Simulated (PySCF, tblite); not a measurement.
# C₃H₇B₂FS₂: geometry, infrared bands and NMR shifts

What infrared bands and NMR shifts should C₃H₇B₂FS₂ (`B[C@@H]1CS[C@H](BF)S1`) show?

Computed with tblite 0.8.0 and PySCF 2.14.0, with density-fitted response routines of our own, on a single molecule in the gas phase. Atoms are numbered from 0 throughout.

## (1) Starting geometry

15 atoms, charge 0, multiplicity 1; geometry from: force field or distance geometry start.

Bonds of the start (Å): B0–C1 1.59, C1–C2 1.53, C2–S3 1.81, S3–C4 1.79, C4–B5 1.56, B5–F6 1.45, C4–S7 1.83, S7–C1 1.81, B0–H8 1.20, B0–H9 1.18, C1–H10 1.11, C2–H11 1.11, C2–H12 1.09, C4–H13 1.11, B5–H14 1.19.

## (2) Relaxing the molecule with GFN2-xTB

Job settings and geometry (Å):

```
{"job": {"kind": "relax", "xc": "GFN2-xTB", "basis": "xTB"}, "charge": 0, "multiplicity": 1}
B     -0.634200     1.590700    -0.273000
C     -0.838400     0.226900    -1.067100
C     -1.608800    -0.670900    -0.098600
S     -0.410100    -1.065900     1.194500
C      1.180400    -1.100600     0.384800
B      2.181700     0.009100     0.841700
F      3.099100     0.555700    -0.141700
S      0.713600    -0.662000    -1.330700
H     -1.644400     2.226500    -0.114300
H      0.071600     1.575300     0.669400
H     -1.382400     0.389600    -2.021200
H     -2.451500    -0.056000     0.287800
H     -2.006700    -1.551500    -0.611400
H      1.686600    -2.091600     0.415900
H      2.038900     0.632700     1.842000
```

On the command line:

```
OMP_NUM_THREADS=1 python probes_run.py task.json out
```

This one command runs all jobs of the session in turn.

**Question.** This job is followed by: GFN2-xTB harmonic vibrations, gas phase; GIAO PBE0/pcSseg-1 NMR shielding, non-relativistic, gas phase. Predict these results of the whole session: strongest single infrared mode (GFN2-xTB); zero-point energy (GFN2-xTB); ¹³C shifts against TMS (PBE0/pcSseg-1); ¹H shifts against TMS (PBE0/pcSseg-1); ¹¹B shifts against BF3·OEt2 (PBE0/pcSseg-1); ³³S shifts against CS2 (PBE0/pcSseg-1); ¹⁹F shifts against CFCl3 (PBE0/pcSseg-1).

The runs gave:

| quantity | value |
| --- | --- |
| strongest single infrared mode (GFN2-xTB) | 1272 cm⁻¹, 334 km/mol |
| zero-point energy (GFN2-xTB) | 62.9 kcal/mol |
| ¹³C shifts against TMS (PBE0/pcSseg-1) | 59.3, 56.1, 45.2 ppm |
| ¹H shifts against TMS (PBE0/pcSseg-1) | 5.04, 3.97, 3.51, 3.44, 3.21, 2.22, 2.01 ppm |
| ¹¹B shifts against BF3·OEt2 (PBE0/pcSseg-1) | 45.4, -13.4 ppm |
| ³³S shifts against CS2 (PBE0/pcSseg-1) | 183, -11 ppm |
| ¹⁹F shifts against CFCl3 (PBE0/pcSseg-1) | -33.0 ppm |

What this shows: The optimisation took 124 steps and gained 1.752 eV; among the close pairs (by a distance rule), B0–S7 changed most, from 2.830 to 1.976 Å. All 39 modes are real, so the xTB geometry is a minimum. The strongest single mode, at 1272 cm⁻¹, moves mainly B5. Unscaled tight-binding wavenumbers are off by several per cent, some by more. Its intensities can rank the bands wrongly. The structure rearranged or came apart on optimisation; the results belong to the end geometry, not to the formula as drawn. Shifts at one fixed geometry are not the observed spectrum, which averages over the motion. At PBE0/pcSseg-1: Shielding is most anisotropic at S7 (span 1007 ppm, paramagnetic term -542 ppm).
